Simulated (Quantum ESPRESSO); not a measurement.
# V (I4/mmm) in Quantum ESPRESSO: a series of runs

Runs on V. Level: PBE. Tasks: single point.

All numbers are computed with Quantum ESPRESSO 7.5; they aren't measurements. Logs are shortened: lines on timing, memory, paths and dates and some standing lists are left out, and cuts for length are marked.

### 1 The structure

Symmetry: I4/mmm, No. 139, tetragonal system. The conventional cell has a = 2.997 Å, b = 2.997 Å, c = 3.027 Å, α = 90.00°, β = 90.00°, γ = 90.00°. V (site symmetry 4/mmm) is surrounded by 8 V at 2.60 Å.

The cell was built by a generator and needn't be a form met in nature.

### 2 Single point, PBE

Input file pw.in:

```
&CONTROL
  calculation = 'scf'
  prefix = 'pwscf'
  outdir = './tmp'
  pseudo_dir = './pseudo'
  tprnfor = .true.
  tstress = .true.
  disk_io = 'nowf'
  forc_conv_thr = 0.0001
/
&SYSTEM
  ibrav = 0
  nat = 1
  ntyp = 1
  ecutwfc = 56
  ecutrho = 450
  nbnd = 12
  occupations = 'smearing'
  smearing = 'mp'
  degauss = 0.01469973
/
&ELECTRONS
  conv_thr = 2d-10
  electron_maxstep = 120
  mixing_beta = 0.5
/
ATOMIC_SPECIES
V     50.9415 v_pbe_v1.4.uspp.F.UPF
CELL_PARAMETERS angstrom
  -1.4984050000    1.4984050000    1.5133890500
   1.4984050000   -1.4984050000    1.5133890500
   1.4984050000    1.4984050000   -1.5133890500
ATOMIC_POSITIONS crystal
V      0.0000000000    0.0000000000    0.0000000000
K_POINTS automatic
32 32 32 0 0 0
```

Potentials or basis: GBRV 1.5 PBE.

Run with:

```sh
> OMP_NUM_THREADS=1 mpirun -n 4 pw.x -nk 4 -in pw.in > pw.out
```

pw.out:

```text
This program is part of the open-source Quantum ESPRESSO suite
     for quantum simulation of materials; please cite
         "P. Giannozzi et al., J. Phys.:Condens. Matter 21 395502 (2009);
         "P. Giannozzi et al., J. Phys.:Condens. Matter 29 465901 (2017);
         "P. Giannozzi et al., J. Chem. Phys. 152 154105 (2020);
     in publications or presentations arising from this work. More details at

     Message from routine setup:
     using ibrav=0 with symmetry is DISCOURAGED, use correct ibrav instead

     K-points division:     npool     =       4
     Subspace diagonalization in iterative solution of the eigenvalue problem:
     a serial algorithm will be used

     G-vector sticks info
     --------------------
     sticks:   dense  smooth     PW     G-vecs:    dense   smooth      PW
     Sum         817     407    163                14771     5233    1269

     Using Slab Decomposition

     bravais-lattice index     =            0
     lattice parameter (alat)  =       4.9208  a.u.
     unit-cell volume          =      91.7203 (a.u.)^3
     number of atoms/cell      =            1
     number of atomic types    =            1
     number of electrons       =        13.00
     number of Kohn-Sham states=           12
     kinetic-energy cutoff     =      56.0000  Ry
     charge density cutoff     =     450.0000  Ry
     scf convergence threshold =      2.0E-10
     mixing beta               =       0.5000
     number of iterations used =            8  plain     mixing
     Exchange-correlation=  SLA  PW   PBX  PBC
                           (   1   4   3   4   0   0   0)

     celldm(1)=   4.920834  celldm(2)=   0.000000  celldm(3)=   0.000000
     celldm(4)=   0.000000  celldm(5)=   0.000000  celldm(6)=   0.000000

     crystal axes: (cart. coord. in units of alat)
               a(1) = (  -0.575426   0.575426   0.581180 )
               a(2) = (   0.575426  -0.575426   0.581180 )
               a(3) = (   0.575426   0.575426  -0.581180 )

     reciprocal axes: (cart. coord. in units 2 pi/alat)
               b(1) = ( -0.000000  0.868922  0.860319 )
               b(2) = (  0.868922 -0.000000  0.860319 )
               b(3) = (  0.868922  0.868922  0.000000 )

     PseudoPot. # 1 for V  read from file:
     v_pbe_v1.4.uspp.F.UPF
     Pseudo is Ultrasoft + core correction, Zval = 13.0
     Generated by new atomic code, or converted to UPF format
     Using radial grid of  853 points,  6 beta functions with:
                l(1) =   0
                l(2) =   0
                l(3) =   1
                l(4) =   1
                l(5) =   2
                l(6) =   2
     Q(r) pseudized with  8 coefficients,  rinner =    1.100   1.100   1.100
                                                       1.100   1.100

     atomic species   valence    mass     pseudopotential
     V                13.00    50.94150     V ( 1.00)

     16 Sym. Ops., with inversion, found

   Cartesian axes

     site n.     atom                  positions (alat units)
         1        V      tau(   1) = (   0.0000000   0.0000000   0.0000000  )

     number of k points=  2393  Methfessel-Paxton smearing, width (Ry)=  0.0147

     Number of k-points >= 100: set verbosity='high' to print them.

     Dense  grid:    14771 G-vectors     FFT dimensions: (  36,  36,  36)

     Smooth grid:     5233 G-vectors     FFT dimensions: (  24,  24,  24)

     Check: negative core charge=   -0.000009

     Initial potential from superposition of free atoms

     starting charge      12.9988, renormalised to      13.0000

     negative rho (up, down):  4.270E-04 0.000E+00
     Starting wfcs are   10 randomized atomic wfcs +    2 random wfcs

     Self-consistent Calculation

     iteration #  1     ecut=    56.00 Ry     beta= 0.50
     Davidson diagonalization with overlap
     ethr =  1.00E-02,  avg # of iterations =  3.3

     Threshold (ethr) on eigenvalues was too large:
     Diagonalizing with lowered threshold

     Davidson diagonalization with overlap
     ethr =  5.72E-04,  avg # of iterations =  1.1

     negative rho (up, down):  5.166E-04 0.000E+00

     total energy              =    -145.04945841 Ry
     estimated scf accuracy    <       0.07660593 Ry

     iteration #  2     ecut=    56.00 Ry     beta= 0.50
     Davidson diagonalization with overlap
     ethr =  5.89E-04,  avg # of iterations =  2.0

     negative rho (up, down):  5.049E-04 0.000E+00

     total energy              =    -145.07176740 Ry
     estimated scf accuracy    <       0.01488912 Ry

     iteration #  3     ecut=    56.00 Ry     beta= 0.50
     Davidson diagonalization with overlap
     ethr =  1.15E-04,  avg # of iterations =  1.9

     negative rho (up, down):  5.196E-04 0.000E+00

     total energy              =    -145.07464233 Ry
     estimated scf accuracy    <       0.00022813 Ry

     iteration #  4     ecut=    56.00 Ry     beta= 0.50
     Davidson diagonalization with overlap
     ethr =  1.75E-06,  avg # of iterations =  2.6

     negative rho (up, down):  5.204E-04 0.000E+00

     total energy              =    -145.07465508 Ry
     estimated scf accuracy    <       0.00000242 Ry

     iteration #  5     ecut=    56.00 Ry     beta= 0.50
     Davidson diagonalization with overlap
     ethr =  1.86E-08,  avg # of iterations =  1.9

     negative rho (up, down):  5.212E-04 0.000E+00

     total energy              =    -145.07465524 Ry
     estimated scf accuracy    <       0.00000041 Ry

     iteration #  6     ecut=    56.00 Ry     beta= 0.50
     Davidson diagonalization with overlap
     ethr =  3.18E-09,  avg # of iterations =  2.0

     negative rho (up, down):  5.212E-04 0.000E+00

     total energy              =    -145.07465529 Ry
     estimated scf accuracy    <          5.0E-09 Ry

     iteration #  7     ecut=    56.00 Ry     beta= 0.50
     Davidson diagonalization with overlap
     ethr =  3.84E-11,  avg # of iterations =  2.0

     negative rho (up, down):  5.212E-04 0.000E+00

     total energy              =    -145.07465529 Ry
     estimated scf accuracy    <          8.9E-10 Ry

     iteration #  8     ecut=    56.00 Ry     beta= 0.50
     Davidson diagonalization with overlap
     ethr =  6.86E-12,  avg # of iterations =  1.9

     negative rho (up, down):  5.212E-04 0.000E+00

     End of self-consistent calculation

     Number of k-points >= 100: set verbosity='high' to print the bands.

     the Fermi energy is    16.4188 ev

!    total energy              =    -145.07465529 Ry
     estimated scf accuracy    <          2.9E-11 Ry
     smearing contrib. (-TS)   =      -0.00003744 Ry
     internal energy E=F+TS    =    -145.07461785 Ry

     The total energy is F=E-TS. E is the sum of the following terms:
     one-electron contribution =     -46.57814940 Ry
     hartree contribution      =      29.38004835 Ry
     xc contribution           =     -19.63413422 Ry
     ewald contribution        =    -108.24238258 Ry

     convergence has been achieved in   8 iterations

     negative rho (up, down):  5.212E-04 0.000E+00

     Forces acting on atoms (cartesian axes, Ry/au):

     atom    1 type  1   force =     0.00000000    0.00000000    0.00000000

     Total force =     0.000000     Total SCF correction =     0.000000

     Computing stress (Cartesian axis) and pressure

     negative rho (up, down):  5.212E-04 0.000E+00
          total   stress  (Ry/bohr**3)                   (kbar)     P=      -20.01
  -0.00010766  -0.00000000  -0.00000000          -15.84       -0.00       -0.00
   0.00000000  -0.00010766   0.00000000            0.00      -15.84        0.00
  -0.00000000   0.00000000  -0.00019285           -0.00        0.00      -28.37

=------------------------------------------------------------------------------=
   JOB DONE.
=------------------------------------------------------------------------------=
```

Run time: 75 s. Hardware: 4 MPI ranks of Intel Xeon Platinum 8375C at 2.90GHz (Ice Lake), shared host; peak memory 0.52 GiB.

Results:

- Free energy: -1973.8412 eV
- Pressure: -2.0 GPa
- Band gap on the k mesh: none (metal or under the smearing width)

### 3 Single point, PBE

This run uses another cell than the first one, of 13.32 Å³/atom, 0.980 times its volume.

Edit pw.in of step 2 so:

```diff
@@ -29,5 +29,5 @@
 CELL_PARAMETERS angstrom
-  -1.4984050000    1.4984050000    1.5133890500
-   1.4984050000   -1.4984050000    1.5133890500
-   1.4984050000    1.4984050000   -1.5133890500
+  -1.4984050000    1.4984050000    1.4834209500
+   1.4984050000   -1.4984050000    1.4834209500
+   1.4984050000    1.4984050000   -1.4834209500
 ATOMIC_POSITIONS crystal
```

Potentials or basis: GBRV 1.5 PBE.

Run with:

```sh
> OMP_NUM_THREADS=1 mpirun -n 4 pw.x -nk 4 -in pw.in > pw.out
```

It took 79 s on 4 MPI ranks of Intel Xeon Platinum 8375C at 2.90GHz (Ice Lake), shared host; peak memory 0.52 GiB.

The run converged. Its results:

- Free energy: -1973.8416 eV
- Pressure: 1.6 GPa
- Band gap on the k mesh: none (metal or under the smearing width)

Stress tensor (GPa, compression positive):
```
1.19 0.00 0.00
0.00 1.19 0.00
0.00 0.00 2.52
```

Levels at points of the mesh, in eV from the Fermi level:
| k point | band 4 | band 5 | band 6 | band 7 | band 8 | band 9 | band 10 | band 11 |
| --- | --- | --- | --- | --- | --- | --- | --- | --- |
| (0.00, 0.00, 0.00) | -36.98 | -6.62 | 0.36 | 0.45 | 0.45 | 2.41 | 2.50 | 20.58 |
| (0.00, 0.00, -0.50) | -36.98 | -3.21 | -1.08 | 1.62 | 2.40 | 2.79 | 4.17 | 10.24 |
| (0.00, -0.50, 0.00) | -36.99 | -3.22 | -1.18 | 1.70 | 2.48 | 2.84 | 4.19 | 10.33 |
| (-0.50, -0.50, -0.50) | -37.61 | -3.06 | -3.03 | 3.78 | 3.78 | 3.80 | 10.20 | 10.20 |

### 4 Single point, PBE

This run uses another cell than the first one, of 13.46 Å³/atom, 0.990 times its volume.

Edit pw.in of step 3 so:

```diff
@@ -29,5 +29,5 @@
 CELL_PARAMETERS angstrom
-  -1.4984050000    1.4984050000    1.4834209500
-   1.4984050000   -1.4984050000    1.4834209500
-   1.4984050000    1.4984050000   -1.4834209500
+  -1.4984050000    1.5058970250    1.5058970250
+   1.4984050000   -1.4909129750    1.4909129750
+   1.4984050000    1.4909129750   -1.4909129750
 ATOMIC_POSITIONS crystal
```

Run with:

```sh
> OMP_NUM_THREADS=1 mpirun -n 4 pw.x -nk 4 -in pw.in > pw.out
```

It took 2.3 min on 4 MPI ranks of Intel Xeon Platinum 8375C at 2.90GHz (Ice Lake), shared host; peak memory 0.8 GiB.

Results (log left out):

```yaml
Free_energy: -1973.8424 eV
Pressure: -0.2 GPa
Band_gap_on_the_k_mesh: none (metal or under the smearing width)
```

Stress tensor (GPa, compression positive):
```
-0.23  0.00  0.00
 0.00 -0.24 -0.23
 0.00 -0.23 -0.24
```

Levels at points of the mesh, in eV from the Fermi level:
| k point | band 5 | band 6 | band 7 | band 8 | band 9 | band 10 |
| --- | --- | --- | --- | --- | --- | --- |
| (0.00, 0.00, 0.00) | -6.60 | 0.36 | 0.41 | 0.47 | 2.43 | 2.43 |
| (0.00, 0.00, -0.50) | -3.18 | -1.13 | 1.64 | 2.43 | 2.79 | 4.13 |
| (0.00, -0.50, -0.50) | -3.18 | -1.11 | 1.72 | 2.40 | 2.75 | 4.16 |
| (-0.50, 0.00, 0.00) | -3.18 | -1.15 | 1.55 | 2.46 | 2.83 | 4.10 |
| (-0.50, -0.50, -0.50) | -3.00 | -3.00 | 3.68 | 3.73 | 3.79 | 10.18 |

### 5 Single point, PBE

This run uses another cell than the first one, of 13.46 Å³/atom, 0.990 times its volume.

Edit pw.in of step 4 so:

```diff
@@ -29,5 +29,5 @@
 CELL_PARAMETERS angstrom
-  -1.4984050000    1.5058970250    1.5058970250
-   1.4984050000   -1.4909129750    1.4909129750
-   1.4984050000    1.4909129750   -1.4909129750
+  -1.4984050000    1.4909129750    1.4909129750
+   1.4984050000   -1.5058970250    1.5058970250
+   1.4984050000    1.5058970250   -1.5058970250
 ATOMIC_POSITIONS crystal
```

Run with:

```sh
> OMP_NUM_THREADS=1 mpirun -n 4 pw.x -nk 4 -in pw.in > pw.out
```

It took 2.4 min on 4 MPI ranks of Intel Xeon Platinum 8375C at 2.90GHz (Ice Lake), shared host; peak memory 0.8 GiB.

Results (log left out):

```yaml
Free_energy: -1973.8424 eV
Pressure: -0.2 GPa
Band_gap_on_the_k_mesh: none (metal or under the smearing width)
```

Stress tensor (GPa, compression positive):
```
-0.23  0.00  0.00
 0.00 -0.24  0.23
 0.00  0.23 -0.24
```

Levels at points of the mesh, in eV from the Fermi level:
```csv
k point,band 3,band 4,band 5,band 6,band 7,band 8,band 9,band 10,band 11,band 12
"(0.00, 0.00, 0.00)",-37.01,-37.00,-6.60,0.36,0.41,0.47,2.43,2.43,20.45,20.57
"(0.00, 0.00, -0.50)",-37.29,-37.02,-3.18,-1.13,1.64,2.43,2.79,4.13,10.17,15.92
"(0.00, -0.50, -0.50)",-37.28,-37.01,-3.18,-1.15,1.55,2.46,2.83,4.10,10.08,16.01
"(-0.50, 0.00, 0.00)",-37.30,-37.03,-3.18,-1.11,1.72,2.40,2.75,4.16,10.26,15.84
"(-0.50, -0.50, -0.50)",-37.63,-37.62,-3.00,-3.00,3.68,3.73,3.79,10.18,10.21,10.25
```

### 6 Single point, PBE

This run uses another cell than the first one, of 13.46 Å³/atom, 0.990 times its volume.

Edit pw.in of step 5 so:

```diff
@@ -29,5 +29,5 @@
 CELL_PARAMETERS angstrom
-  -1.4984050000    1.4909129750    1.4909129750
-   1.4984050000   -1.5058970250    1.5058970250
-   1.4984050000    1.5058970250   -1.5058970250
+  -1.4909129750    1.4984050000    1.4909129750
+   1.5058970250   -1.4984050000    1.5058970250
+   1.4909129750    1.4984050000   -1.4909129750
 ATOMIC_POSITIONS crystal
```

Potentials or basis: GBRV 1.5 PBE.

Run with:

```sh
> OMP_NUM_THREADS=1 mpirun -n 4 pw.x -nk 4 -in pw.in > pw.out
```

It took 3 min on 4 MPI ranks of Intel Xeon Platinum 8375C at 2.90GHz (Ice Lake), shared host; peak memory 0.8 GiB.

Results (log left out):

```yaml
Free_energy: -1973.8424 eV
Pressure: -0.2 GPa
Band_gap_on_the_k_mesh: none (metal or under the smearing width)
```

Stress tensor (GPa, compression positive):
```
-0.24  0.00 -0.23
 0.00 -0.23  0.00
-0.23  0.00 -0.24
```

Levels at points of the mesh, in eV from the Fermi level:
```csv
k point,band 5,band 6,band 7,band 8,band 9,band 10
"(0.00, 0.00, 0.00)",-6.60,0.36,0.41,0.47,2.43,2.43
"(0.00, 0.00, -0.50)",-3.18,-1.13,1.64,2.43,2.79,4.13
"(0.00, -0.50, 0.00)",-3.18,-1.15,1.55,2.46,2.83,4.10
"(-0.50, 0.00, -0.50)",-3.18,-1.11,1.72,2.40,2.75,4.16
"(-0.50, -0.50, -0.50)",-3.00,-3.00,3.68,3.73,3.79,10.18
```

### 7 The runs side by side

| cell | gap on the mesh (eV) | pressure (GPa) |
| --- | --- | --- |
| I4/mmm, 13.59 Å³/atom | none | -2.0 |
| I4/mmm, 13.32 Å³/atom | none | 1.6 |
| Fmmm, 13.46 Å³/atom | none | -0.2 |

Alike in all rows: task single point; level PBE; potentials or basis GBRV 1.5 PBE; no spin polarisation; k mesh 32 × 32 × 32; cutoff (eV) 762; smearing methfessel-paxton 0.2 eV.

Every run on the cell as given and a fine mesh finds a metal.

Total energies depend on the potentials used, so only differences within one code and one set of settings carry meaning.
